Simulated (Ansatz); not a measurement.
# AlTlP: the cost of one run

Program: Ansatz 0.2.0. Level of theory: DFT PBE, scalar-relativistic, plane waves, PAW. These are calculated values, not measurements.

## Step 1: The system as given

Symmetry: P6_3/mmc, No. 194, hexagonal system. Conventional cell: a = 4.410 Å, b = 4.410 Å, c = 7.360 Å, α = 90.00°, β = 90.00°, γ = 120.00°. Al (site symmetry -3m) is surrounded by 6 Tl at 3.14 Å and 6 P at 3.14 Å. Tl (site symmetry -6m2) has 3 P at 2.55 Å in its first shell of neighbours. P (site symmetry -6m2) is surrounded by 3 Tl at 2.55 Å and 6 Al at 3.14 Å.

Coordinates:

```cif
data_structure
_symmetry_space_group_name_H-M 'P 1'
_symmetry_Int_Tables_number 1
_cell_length_a 4.4103
_cell_length_b 4.4103
_cell_length_c 7.3602
_cell_angle_alpha 90.000
_cell_angle_beta 90.000
_cell_angle_gamma 120.000
_cell_volume 123.98
loop_
_atom_site_label
_atom_site_type_symbol
_atom_site_fract_x
_atom_site_fract_y
_atom_site_fract_z
_atom_site_occupancy
Al1 Al 0.00000 0.00000 0.00000 1
Al2 Al 0.00000 0.00000 0.50000 1
Tl1 Tl 0.33333 0.66667 0.75000 1
Tl2 Tl 0.66667 0.33333 0.25000 1
P1 P 0.33333 0.66667 0.25000 1
P2 P 0.66667 0.33333 0.75000 1
```

(A quick probe on a coarse mesh, which set the mesh and smearing, is not shown.)

## Step 3: A loose first relaxation

input.yaml reads:

```yaml
crystal:
  lattice:
    - [4.4103083352, 0.0, 0.0]
    - [-2.2051541676, 3.8194390568, 0.0]
    - [0.0, 0.0, 7.3601571571]
  atoms:
    - { symbol: Al, position: [0.0, 0.0, 0.0] }
    - { symbol: Al, position: [0.0, 0.0, 0.5] }
    - { symbol: Tl, position: [0.3333333333, 0.6666666667, 0.75] }
    - { symbol: Tl, position: [0.6666666667, 0.3333333333, 0.25] }
    - { symbol: P, position: [0.3333333333, 0.6666666667, 0.25] }
    - { symbol: P, position: [0.6666666667, 0.3333333333, 0.75] }
basis:
  ecutwfc: 420
kpoints:
  mp_grid: { grid: [6, 6, 4] }
hamiltonian:
  xc: pbe
scf:
  occupations: { method: gaussian, width: 0.1 }
  lower_state_search: "off"
output:
  forces: true
  stress: true
  eigenvalues: true
relax:
  adjacent_minimum: "off"
  f_tol: 0.04
  max_steps: 70
  cell: { stress_tol: 0.4 }
```

Started as:

```console
> ansatz run input.yaml --threads 1 --pin off --max-ram 2560MiB --backend cpu --events-out ev --progress --plain --runs-dir out
```

**Question.** How long does this run take on 1 thread of Arm Neoverse V1, shared host, and how much memory does it need?

About 70 s, with a peak of 0.39 GiB.
